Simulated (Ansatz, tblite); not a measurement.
# The cluster Li3F3: rung by rung

An exercise on one series of results from a longer session: the logs are not shown, and one member is left open.

Method: as each input shows; program: Ansatz 0.2.0, Gaussian basis.

Levels to be run: GFN1-xTB, GFN2-xTB, PBE-D4/def2-TZVP, r2SCAN-D4/def2-TZVP, B2PLYP/def2-TZVP, PBE-QIDH/def2-TZVP, LDA/def2-TZVP, CAM-B3LYP-D4/def2-TZVP, HSE06-D4/def2-TZVP, B97M-V/def2-TZVP, ωB97X-V/def2-TZVP, PBE-D4/def2-SVP, PBE0-D4/def2-SVP, HF/STO-3G, HF/6-31G, B3LYP-D4/6-31G, PBE0-D4/def2-TZVPD, PBE-D4/def2-TZVPD, r2SCAN-D4/def2-TZVPD, CCSD(T)/def2-TZVPP, MP2/def2-TZVP, RPA/def2-TZVP.

### The relaxed structure

The singlet was relaxed beforehand with r2SCAN-D4/def2-TZVP. At that level it is the lowest of the isomers that a small search found.

6 atoms, charge 0, spin multiplicity 1.

Bond lengths: Li1–F4 1.709 Å, Li1–F5 1.709 Å, Li2–F5 1.709 Å, Li2–F6 1.709 Å, Li3–F4 1.709 Å, Li3–F6 1.709 Å. Angles: F4–Li1–F5 126.9°, F5–Li2–F6 127.1°, F4–Li3–F6 127.0°, Li1–F4–Li3 113.1°, Li1–F5–Li2 113.0°, Li2–F6–Li3 112.9°.

PBE0-D4/def2-TZVP was run before; its log isn't repeated, and its numbers join the tables.

Set-up of the first run:

Tight binding, by tblite at 300 K electronic temperature and without a spin-polarisation term:

```python
tblite.interface.Calculator('GFN1-xTB', numbers, positions, charge=0, uhf=0).singlepoint()
```

Tight binding, by tblite at 300 K electronic temperature and without a spin-polarisation term:

```python
tblite.interface.Calculator('GFN2-xTB', numbers, positions, charge=0, uhf=0).singlepoint()
```

start.molden holds the orbitals of an earlier run on this state, given as this run's starting guess.

in.yaml

```yaml
crystal:
  periodic: [false, false, false]
  atoms:
    - {symbol: Li, position_ang: [1.500991, 0.478014, 0.478697]}
    - {symbol: Li, position_ang: [-1.221578, -0.093241, 1.096186]}
    - {symbol: Li, position_ang: [-0.278028, -0.384595, -1.575058]}
    - {symbol: F, position_ang: [1.311201, 0.100071, -1.176750]}
    - {symbol: F, position_ang: [0.298307, 0.412785, 1.690616]}
    - {symbol: F, position_ang: [-1.610892, -0.513033, -0.513691]}
basis:
  gaussian: {orbitals: def2-TZVP, initial_orbitals: start.molden}
hamiltonian: {xc: pbe, dispersion: d4}
scf: {omitted_lower_state_checks: [starts]}
output: {orbitals: {seedname: orbitals}}
```

Run with:

```bash
ansatz run in.yaml --threads 4 --pin off --events-out ev --progress --plain --max-ram 3916MiB
```

Steps of the session up to this table: PBE-D4/def2-TZVP; r2SCAN-D4/def2-TZVP; B2PLYP/def2-TZVP; PBE-QIDH/def2-TZVP; LDA/def2-TZVP; CAM-B3LYP-D4/def2-TZVP; HSE06-D4/def2-TZVP; B97M-V/def2-TZVP; ωB97X-V/def2-TZVP; PBE-D4/def2-SVP; PBE0-D4/def2-SVP; HF/STO-3G; HF/6-31G; B3LYP-D4/6-31G; PBE0-D4/def2-TZVPD; PBE-D4/def2-TZVPD; r2SCAN-D4/def2-TZVPD; CCSD(T)/def2-TZVPP; MP2/def2-TZVP; RPA/def2-TZVP.

One table of the session follows, with a row left open; its other results are not shown here.

| level | HOMO (eV) | LUMO (eV) | gap (eV) |
| --- | --- | --- | --- |
| HF/STO-3G | -11.01 | 3.70 | 14.71 |
| HF/6-31G | -14.28 | 1.41 | 15.69 |
| LDA/def2-TZVP | -7.61 | -0.76 | 6.85 |
| PBE-D4/def2-SVP | -6.88 | -0.76 | 6.12 |
| PBE-D4/def2-TZVP | -7.32 | -0.79 | 6.53 |
| PBE-D4/def2-TZVPD | -7.38 | -0.82 | 6.57 |
| r2SCAN-D4/def2-TZVP | -7.73 | -0.13 | 7.59 |
| r2SCAN-D4/def2-TZVPD | -7.75 | -0.19 | 7.56 |
| B97M-V/def2-TZVP | -7.79 | -0.61 | 7.18 |
| B3LYP-D4/6-31G | -8.59 | -0.45 | 8.14 |
| PBE0-D4/def2-SVP | -8.88 | -0.22 | 8.66 |
| PBE0-D4/def2-TZVP | -9.29 | -0.21 | 9.07 |
| PBE0-D4/def2-TZVPD | -9.32 | -0.27 | 9.05 |
| HSE06-D4/def2-TZVP | ? | ? | ? |
| CAM-B3LYP-D4/def2-TZVP | -10.95 | 0.21 | 11.15 |
| ωB97X-V/def2-TZVP | -11.90 | 1.04 | 12.93 |

Q: Estimate the row for HSE06-D4/def2-TZVP from the others.

**Answer.** HOMO (eV): -8.87; LUMO (eV): -0.51; gap (eV): 8.36. In the column «HOMO (eV)» it lies between PBE0-D4/def2-SVP (-8.88) and B3LYP-D4/6-31G (-8.59).
